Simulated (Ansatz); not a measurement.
# ClGeH₃OSi: one species, many methods

One table from this session's results is given with a row withheld; the runs are named, their logs left out.

Program: Ansatz 0.2.0, Gaussian basis. Level of theory: functionals in def2-TZVPP, the program's frozen cores in correlated methods. These are calculated values, not measurements.

Levels to be run: LDA (SPW92), PBE-D4, revPBE-D4, BLYP-D4, r2SCAN-D4, B97M-V, PBE0-D4, B3LYP-D4, r2SCANh-D4, r2SCAN0-D4, HSE06-D4, BHLYP-D4, CAM-B3LYP-D4, LC-ωPBE, ωB97X-V, ωB97M-V, B2PLYP, PBE-QIDH; CCSD(T)/def2-SVP; CCSD(T)/def2-TZVPP; MP2/def2-QZVPP; extrapolation to the limit; RPA on PBE.

## The relaxed structure

All runs share one geometry, relaxed beforehand with PBE0-D4 in a triple-zeta def2 set.

SMILES `[SiH3][O][Ge][Cl]`, 7 atoms, charge 0, spin multiplicity 1.

Atoms are counted from 1 here; the program's logs count them from 0.

Bond lengths: Si1–O2 1.655 Å, Si1–H5 1.484 Å, Si1–H6 1.484 Å, Si1–H7 1.484 Å, O2–Ge3 1.768 Å, Ge3–Cl4 2.210 Å. Angles: O2–Si1–H5 107.2°, O2–Si1–H6 110.4°, O2–Si1–H7 110.5°, H5–Si1–H6 109.5°, H5–Si1–H7 109.5°, H6–Si1–H7 109.7°, Si1–O2–Ge3 138.4°, O2–Ge3–Cl4 99.4°.

Geometry (Å):

```mol
ClGeH3OSi
  3D, bonds by distance, orders not assigned

  7  6  0  0  0  0  0  0  0  0999 V2000
    0.1844    0.6642   -0.6142 Si  0  0
    0.4345   -0.9595   -0.4138 O   0  0
    0.0766   -2.2159    0.7769 Ge  0  0
   -0.9918   -0.9951    2.2776 Cl  0  0
    0.7959    1.0454   -1.9113 H   0  0
   -1.2689    0.9651   -0.6433 H   0  0
    0.8307    1.4278    0.4824 H   0  0
  1  2  8  0
  2  3  8  0
  3  4  8  0
  1  5  8  0
  1  6  8  0
  1  7  8  0
M  END
```

Set-up of the first run:

in.yaml

```yaml
crystal:
  periodic: [false, false, false]
  atoms:
    - {symbol: Si, position_ang: [0.184376, 0.664213, -0.614167]}
    - {symbol: O, position_ang: [0.434504, -0.959520, -0.413806]}
    - {symbol: Ge, position_ang: [0.076586, -2.215893, 0.776880]}
    - {symbol: Cl, position_ang: [-0.991826, -0.995069, 2.277557]}
    - {symbol: H, position_ang: [0.795867, 1.045421, -1.911263]}
    - {symbol: H, position_ang: [-1.268883, 0.965051, -0.643305]}
    - {symbol: H, position_ang: [0.830677, 1.427798, 0.482404]}
basis:
  gaussian: {orbitals: def2-TZVPP}
hamiltonian: {xc: lda}
output: {orbitals: {seedname: orbitals}}
```

Among the steps run: LDA; PBE-D4 (GGA); revPBE-D4 (GGA); BLYP-D4 (GGA); r2SCAN-D4 (meta-GGA); B97M-V (meta-GGA); PBE0-D4 (hybrid); B3LYP-D4 (hybrid); r2SCANh-D4 (hybrid); r2SCAN0-D4 (hybrid); HSE06-D4 (hybrid); BHLYP-D4 (hybrid); CAM-B3LYP-D4 (range-separated); LC-ωPBE-D4 (range-separated; the results give it without D4); ωB97X-V (range-separated); ωB97M-V (range-separated); B2PLYP (double hybrid); PBE-QIDH (double hybrid).

One table of the session follows, with a row left open; its other results are not shown here.

It belongs to the step «Frontier levels by functional». 

| functional | HOMO (eV) | LUMO (eV) | gap (eV) |
| --- | --- | --- | --- |
| LDA (SPW92) | -7.20 | -3.53 | 3.66 |
| PBE-D4 | -7.01 | -3.30 | 3.71 |
| revPBE-D4 | -6.95 | -3.21 | 3.74 |
| BLYP-D4 | -6.88 | -3.20 | 3.69 |
| r2SCAN-D4 | -7.31 | -3.27 | 4.05 |
| B97M-V | ? | ? | ? |
| PBE0-D4 | -8.13 | -2.54 | 5.59 |
| B3LYP-D4 | -7.95 | -2.76 | 5.19 |
| r2SCANh-D4 | -7.72 | -2.97 | 4.75 |
| r2SCAN0-D4 | -8.34 | -2.53 | 5.80 |
| HSE06-D4 | -7.74 | -2.92 | 4.82 |
| BHLYP-D4 | -9.14 | -1.71 | 7.43 |
| CAM-B3LYP-D4 | -9.42 | -1.52 | 7.90 |
| LC-ωPBE | -10.68 | -0.40 | 10.28 |
| ωB97X-V | -10.35 | -0.49 | 9.87 |
| ωB97M-V | -10.26 | -0.59 | 9.67 |

Q: Estimate the row for B97M-V from the others.

The run gave: HOMO (eV): -7.32; LUMO (eV): -3.21; gap (eV): 4.11. In the column «HOMO (eV)» it lies between r2SCANh-D4 (-7.72) and r2SCAN-D4 (-7.31).
